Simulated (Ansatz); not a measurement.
# Niobium, simple cubic under BLYP: structure, energy and stiffness

The plan for niobium in the simple cubic structure: relax it, solve it on a dense k-mesh, then scale the cell to 7 volumes from 88 to 112 % of the relaxed one and try a fit of the equation of state. Spin polarisation is left out. The k-meshes are 12×12×12 for the relaxation; 19×19×19 for the dense run; 13×13×13 for the volumes.

This is Nb in the simple cubic structure; at room conditions it is bcc.

Program: Ansatz 0.2.0. Level of theory: DFT BLYP, plane waves (420 eV) with PAW, scalar-relativistic; PBE-made PAW files. These are calculated values, not measurements.

## Step 1: The starting structure

The structure is cubic, space group Pm-3m (No. 221). The conventional cell has a = 2.688 Å, b = 2.688 Å, c = 2.688 Å, α = 90.00°, β = 90.00°, γ = 90.00°. Nb (site symmetry m-3m) is surrounded by 6 Nb at 2.69 Å.

Structure file:

```xyz
1
Lattice="2.6876 0.0000 0.0000 0.0000 2.6876 0.0000 0.0000 0.0000 2.6876" Properties=species:S:1:pos:R:3 pbc="T T T"
Nb    0.0000    0.0000    0.0000
```

## Step 2: Geometry optimisation

File input.yaml:

```yaml
crystal:
  lattice:
    - [2.6875991705, 0.0, 0.0]
    - [0.0, 2.6875991705, 0.0]
    - [0.0, 0.0, 2.6875991705]
  atoms:
    - { symbol: Nb, position: [0.0, 0.0, 0.0] }
hamiltonian:
  xc: blyp
  pseudopotentials:
    kind: paw
    azcp:
      Nb: "pseudopotentials/Nb.paw.azcp"
basis:
  ecutwfc: 420
  fft_grid_basis: typed
kpoints:
  mp_grid: { grid: [12, 12, 12], shift: [0, 0, 0] }
magnetization:
  spin_polarized: false
scf:
  occupations: { method: fermi_dirac, width: 0.1 }
relax:
  max_steps: 60
  f_tol: 0.01
  cell: {}
```

Launch:

```console
$ ansatz run input.yaml --threads 2 --pin off --max-ram 5120MiB --backend cpu --events-out ev --progress --plain --runs-dir out
```

Further steps of the session: Dense single point; Equation of state: 88 %; Equation of state: 92 %; Equation of state: 96 %; Equation of state: 100 %; Equation of state: 104 %; Equation of state: 108 %; Equation of state: 112 %.

Before running it: what results should come out? Wanted: space group; conventional cell; volume; shortest distance; gap on the mesh; relative to bcc; highest ELF outside the cores; V₀, B₀, B₀′.

The runs gave:

| quantity | value |
| --- | --- |
| space group (spins left aside) | Pm-3m (No. 221) |
| conventional cell | a = 2.762 Å |
| volume | 21.068 Å³/atom |
| shortest distance | 2.762 Å |
| gap on the mesh | none (levels filled in part) |
| relative to bcc | +811 meV/atom |
| highest ELF outside the cores | 0.50, 1.95 Å from the nearest atom |
| V₀, B₀, B₀′ | 20.965 Å³/atom, 120 GPa, 4.2 |

From the guessed start the volume grew by 8.5 % in 6 steps. It lies 811 meV/atom above the element's reference form at the same level (bcc, from a run of its own). No gap shows: it is a metal or semimetal at this level. The fitted modulus is 120 GPa. The symmetry was held, so the structure may be unstable against distortions that break it.
